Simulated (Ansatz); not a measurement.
**SiGeHO (doublet): from Hartree-Fock to the top rungs, cc-pVTZ**

One table from this session's results is given with a row withheld; the runs are named, their logs left out.

The runs use Ansatz 0.2.0, Gaussian basis; cc-pVTZ, core rule «outside noble gas», up to 20 orbitals frozen.

To be run: UHF; CCSD(T) on ROHF; CCSD(T) on UHF; BCCD(T) on ROHF; CCSDT(Q) on ROHF; CCSDT(Q) on UHF.

4 further runs of the same task are left out: 4 set aside as unsound or not needed.

**What is computed**

The geometry is a PBE0/def2-TZVP stationary point (not a proven minimum). No spin-orbit coupling is included. The filled d shell of Ge may be among the frozen orbitals whatever the setting's name suggests; the logs give the count.

4 atoms, charge 0, spin multiplicity 2.

Atoms are counted from 1 here; the program's logs count them from 0.

Bond lengths: O1–Ge2 2.062 Å, O1–Si3 1.591 Å, Ge2–Si3 2.368 Å, Ge2–H4 1.554 Å. Angles: Ge2–O1–Si3 79.7°, O1–Ge2–Si3 41.4°, O1–Ge2–H4 92.1°, Si3–Ge2–H4 133.5°, O1–Si3–Ge2 58.9°.

Set-up of the first run:

File in.yaml:

```yaml
crystal:
  periodic: [false, false, false]
  atoms:
    - {symbol: O, position_ang: [0.000000, -1.068031, -0.912929]}
    - {symbol: Ge, position_ang: [0.000000, 0.103335, 0.783661]}
    - {symbol: Si, position_ang: [0.000000, 0.382114, -1.568288]}
    - {symbol: H, position_ang: [0.000000, -1.141224, 1.713723]}
basis:
  gaussian: {orbitals: cc-pVTZ}
magnetization: {spin_polarized: true, initial_magnetization: 1}
hamiltonian: {xc: hf}
output: {orbitals: {seedname: orbitals}}
```

On the command line:

```sh
$ ansatz run in.yaml --threads 1 --pin off --events-out ev --progress --plain --max-ram 4096MiB --backend cpu
```

Steps of the session up to this table: UHF; CCSD(T) on ROHF; CCSD(T) on UHF; BCCD(T) on ROHF; CCSDT(Q) on ROHF; CCSDT(Q) on UHF.

One of the session's tables, all rows but one given; the rest of the session is left out.

```
   method  from UCCSDT(Q) (meV)
     ROHF              +13106.5
      UHF              +12962.4
     RMP2               +1220.7
     UMP2               +1290.2
    RCCSD                +755.2
    UCCSD                     ?
 RCCSD(T)                 +90.5
 UCCSD(T)                 +92.6
  BCCD(T)                 +82.8
   RCCSDT                 +60.8
   UCCSDT                 +58.8
RCCSDT(Q)                 +13.3
UCCSDT(Q)                     0
```

Estimate the missing values for UCCSD.

As computed: from UCCSDT(Q) (meV): +750.1. In the column «from UCCSDT(Q) (meV)» it lies between UCCSD(T) (+92.6) and RCCSD (+755.2).

With the free atoms at the same levels and basis (separate runs), the atomisation energy is 11.373 eV at UCCSDT(Q), 11.343 eV at RCCSD(T), 11.327 eV at UCCSD(T), 7.020 eV at ROHF.

Limits of these values: Restricted and unrestricted rows rest on different reference determinants; where their highest levels disagree by more than a few hundredths of an eV, they describe different states and don't form one ladder.
